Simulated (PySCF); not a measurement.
# H3S3Y (Y(SH)3): the cost of one run

Program: PySCF 2.14.0. Level of theory: PBE0, Y def2-SVP with ECP28, S def2-SVP, H def2-SVP; scalar-relativistic core potentials, no spin–orbit coupling. These are calculated values, not measurements.

1 further run of the same task is left out (for a known fault of the program).

## 1. Where the work starts

7 atoms, charge 0, spin multiplicity 1.

Bond lengths: Y1–S2 2.547 Å, Y1–S4 2.546 Å, Y1–S6 2.544 Å, S2–H3 1.356 Å, S4–H5 1.355 Å, S6–H7 1.356 Å. Angles: S2–Y1–S4 121.4°, S2–Y1–S6 120.0°, S4–Y1–S6 118.6°, Y1–S2–H3 92.0°, Y1–S4–H5 93.3°, Y1–S6–H7 92.0°.

As a file:

```xyz
7
H3S3Y
Y     0.0191    0.0115    0.7500
S     2.5281    0.4500    0.7573
H     2.8083   -0.8759    0.7997
S    -1.6623    1.9236    0.7735
H    -0.6975    2.8747    0.7337
S    -0.8542   -2.3782    0.7194
H    -2.1416   -1.9599    0.8023
```

Formal oxidation states: Y +3. An earlier session relaxed this geometry at PBE0, Y def2-SVP with ECP28, S def2-SVP, H def2-SVP (singlet, point group C1).

Its energy there is -1234.057205 Eh.

## 2. One electron removed, multiplicity 2

run.py (the lines that set the calculation) reads:

```python
mol = gto.M(atom='''
Y      0.01912     0.01151     0.74995
S      2.52812     0.45003     0.75730
H      2.80833    -0.87589     0.79966
S     -1.66225     1.92355     0.77346
H     -0.69752     2.87473     0.73371
S     -0.85422    -2.37819     0.71942
H     -2.14158    -1.95986     0.80225''',
    basis={'Y': 'def2-SVP', 'S': 'def2-SVP', 'H': 'def2-SVP'},
    ecp={'Y': 'def2-SVP'},
    charge=1, spin=1)
mf = dft.UKS(mol, xc='PBE0')
mf.grids.atom_grid = (50, 194)
mf = mf.density_fit()  # fitting sets: Y def2-universal-JKFIT, S def2-universal-JKFIT, H def2-universal-JKFIT
mf.conv_tol = 1e-08; mf.max_cycle = 55
mf.kernel(dm0)  # dm0: the density of the relaxed state
```

The run is started by

```sh
OMP_NUM_THREADS=2 python run.py
```

**Question.** How long does this run take on 2 threads of Arm Neoverse V1, shared host?

About 4.7 s.
